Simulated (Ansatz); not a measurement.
# CH7BN2OSi: up Jacob's ladder to CCSD(T)

An exercise on one series of results from a longer session: the logs are not shown, and one member is left open.

Computed with Ansatz 0.2.0, Gaussian basis. Level: functionals in def2-TZVPP, the program's frozen cores in correlated methods.

Plan: PBE-D4, r2SCAN-D4, PBE0-D4, B3LYP-D4, ωB97X-V, ωB97M-V, B2PLYP; CCSD(T)/def2-TZVPP; MP2/def2-QZVPP; extrapolation to the limit.

### Structure used throughout

The geometry comes from an earlier relaxation with PBE0-D4 in a triple-zeta def2 set; it is a stationary point, not always the lowest conformer.

13 atoms, charge 0, spin multiplicity 1.

Atoms are counted from 1 here; the program's logs count them from 0.

Bond lengths: B1–Si2 1.953 Å, B1–N3 1.629 Å, B1–H7 1.200 Å, B1–H8 1.197 Å, Si2–N3 1.878 Å, Si2–N4 1.709 Å, Si2–H9 1.484 Å, N3–H10 1.010 Å, N3–H11 1.010 Å, N4–C5 1.250 Å, C5–O6 1.338 Å, C5–H12 1.095 Å, O6–H13 0.968 Å. Angles: Si2–B1–N3 62.5°, Si2–B1–H7 115.6°, Si2–B1–H8 119.5°, N3–B1–H7 111.4°, N3–B1–H8 113.2°, H7–B1–H8 120.2°, B1–Si2–N3 50.3°, B1–Si2–N4 127.1°, B1–Si2–H9 125.6°, N3–Si2–N4 113.9°, N3–Si2–H9 104.6°, N4–Si2–H9 106.8°, B1–N3–Si2 67.2°, B1–N3–H10 117.2°, B1–N3–H11 116.3°, Si2–N3–H10 119.0°, Si2–N3–H11 121.1°, H10–N3–H11 110.1° and more.

The first run:

in.yaml reads:

```yaml
crystal:
  periodic: [false, false, false]
  atoms:
    - {symbol: B, position_ang: [-0.377774, -1.974083, -0.222954]}
    - {symbol: Si, position_ang: [-0.221290, -0.440304, 0.975690]}
    - {symbol: N, position_ang: [1.065069, -1.222107, -0.147731]}
    - {symbol: N, position_ang: [-0.559334, 1.193857, 0.608965]}
    - {symbol: C, position_ang: [-0.327578, 1.945021, -0.363489]}
    - {symbol: O, position_ang: [-0.811330, 3.187785, -0.472829]}
    - {symbol: H, position_ang: [-0.928499, -1.761177, -1.267277]}
    - {symbol: H, position_ang: [-0.357286, -3.081244, 0.232001]}
    - {symbol: H, position_ang: [0.398895, -0.456722, 2.323279]}
    - {symbol: H, position_ang: [1.831720, -1.733227, 0.266650]}
    - {symbol: H, position_ang: [1.373082, -0.758678, -0.990536]}
    - {symbol: H, position_ang: [0.286916, 1.718859, -1.241365]}
    - {symbol: H, position_ang: [-1.352290, 3.347220, 0.314496]}
basis:
  gaussian: {orbitals: def2-TZVPP}
hamiltonian: {xc: pbe, dispersion: d4}
output: {forces: true, orbitals: {seedname: orbitals}}
```

Launch:

```sh
$ ansatz run in.yaml --threads 4 --pin off --events-out ev --progress --plain --max-ram 10444MiB
```

Among the steps run: PBE-D4 (GGA); r2SCAN-D4 (meta-GGA); PBE0-D4 (hybrid); B3LYP-D4 (hybrid); ωB97X-V (range-separated); ωB97M-V (range-separated); B2PLYP (double hybrid); CCSD(T) in def2-TZVPP; MP2 in def2-QZVPP.

One table of the session follows, with a row left open; its other results are not shown here.

```
            method  atomisation energy (eV)
            PBE-D4                   51.168
         r2SCAN-D4                        ?
           PBE0-D4                   49.845
          B3LYP-D4                   49.883
           ωB97X-V                   49.915
           ωB97M-V                   49.963
            B2PLYP                   49.182
     HF/def2-TZVPP                   34.004
    MP2/def2-TZVPP                   48.963
   CCSD/def2-TZVPP                   47.061
CCSD(T)/def2-TZVPP                   47.983
           MP2/CBS                   50.467
       CCSD(T)/CBS                   49.487
```

**Question.** Estimate the row for r2SCAN-D4.

**Answer.** atomisation energy (eV): 49.810. In the column «atomisation energy (eV)» it lies between CCSD(T)/CBS (49.487) and PBE0-D4 (49.845).
